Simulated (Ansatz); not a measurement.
**Sr3Ag (Pm-3m): single point from an input typed as a dict**

The task is a single point from an input typed as a dict, for Sr3Ag (Pm-3m).

Program: Ansatz 0.2.0 through its Python package. Level of theory: DFT LDA, plane waves, PAW. These are calculated values, not measurements.

## 1. Starting point

The structure is cubic, space group Pm-3m (No. 221). Conventional cell: a = 5.491 Å, b = 5.491 Å, c = 5.491 Å, α = 90.00°, β = 90.00°, γ = 90.00°. Sr (site symmetry 4/mmm) is surrounded by 8 Sr at 3.88 Å and 4 Ag at 3.88 Å. Around Ag (site symmetry m-3m) lie 12 Sr at 3.88 Å.

The script holds or builds the structure itself.

## 2. The script

Input file deck_sr3ag.py:

```python
from collections import Counter
import json

import ansatz
import numpy as np

config = {
    "crystal": {
        "lattice": [[5.490875, 0.0, 0.0], [0.0, 5.490875, 0.0], [0.0, 0.0, 5.490875]],
        "atoms": [
            {"symbol": "Sr", "position": [0.0, 0.5, 0.5]},
            {"symbol": "Sr", "position": [0.5, 0.0, 0.5]},
            {"symbol": "Sr", "position": [0.5, 0.5, 0.0]},
            {"symbol": "Ag", "position": [0.0, 0.0, 0.0]},
        ],
    },
    "kpoints": {"mp_grid": {"grid": [4, 4, 4]}},
    "hamiltonian": {"xc": "lda"},
    "scf": {
        "occupations": {"method": "gaussian", "width": 0.1},
        "mixing": {"algorithm": "broyden", "beta": 0.05},
    },
    "output": {"forces": True, "stress": True, "eigenvalues": True},
}

res = ansatz.Session.from_dict(config).plan(threads=1).execute()
data = res.report

for key in ("converged", "n_iterations", "n_electrons", "n_kpoints", "n_pw", "n_symmetry_ops", "free_energy_ev", "fermi_energy_ev"):
    print(f"{key:18s} {data[key]}")

fermi = data["fermi_energy_ev"]
print("levels less the Fermi level (eV) at the first k-points")
for k, levels in list(zip(data["kpoints_frac"], data["eigenvalues_ev"]))[:4]:
    print("k = ({:.3f}, {:.3f}, {:.3f})".format(*k))
    print("   ", " ".join(f"{e - fermi:.3f}" for e in levels))

sigma = data["stress_gpa"]
voigt = [sigma[0][0], sigma[1][1], sigma[2][2], sigma[1][2], sigma[0][2], sigma[0][1]]
print("stress xx yy zz yz xz xy (GPa, compression positive):", " ".join(f"{s:.3f}" for s in voigt))
print("P =", round(10 * float(np.mean(voigt[:3])), 2), "kbar")

edges = data.get("band_edges_ev")
if edges:
    print(f"band edges on the mesh: {edges[0]:.3f} and {edges[1]:.3f} eV, gap {edges[1] - edges[0]:.3f} eV")
else:
    print("no band edges reported (a metal, or a gap too narrow for this smearing); Fermi level", round(data["fermi_energy_ev"], 3), "eV")

keep = ["free_energy_ev", "energy_sigma0_ev", "fermi_energy_ev", "n_iterations", "converged", "magnetization_mub", "n_kpoints"]
with open("sr3ag.json", "w") as handle:
    json.dump({key: data[key] for key in keep}, handle, indent=1)

told = Counter((n["data"]["severity"], n["data"]["kind"]) for n in res.notices if n["event"] == "notice")
for (severity, kind), count in sorted(told.items()):
    print(f"{severity:8s} {kind} x{count}")
```

## 3. The run

Run with:

```bash
> python deck_sr3ag.py
```

Q: Predict the main results. Wanted: free energy; gap on the mesh; pressure; largest force.

As calculated:

| quantity | value |
| --- | --- |
| free energy | -17790.7708 eV (-4447.6927 eV/atom) |
| gap on the mesh | none |
| pressure | -2.28 GPa |
| largest force | 0.000 eV/Å |

In words: The mesh shows no gap. The pressure of -2.3 GPa means that the cell would shrink if relaxed at this level. All forces vanish by symmetry. Notes:
- The computed bands are complete only to about 1.5 eV above the Fermi level.
- The mesh is modest for a metal, so energies can be off by several to tens of meV an atom and pressures by half a GPa or more; differences at equal mesh fare better.
- Only differences from the Fermi energy are physical; the zero of the scale is a convention.
- This cell is a computed structure, which may not be the phase found in nature.
- Levels are Kohn-Sham eigenvalues on this mesh, without spin-orbit coupling.
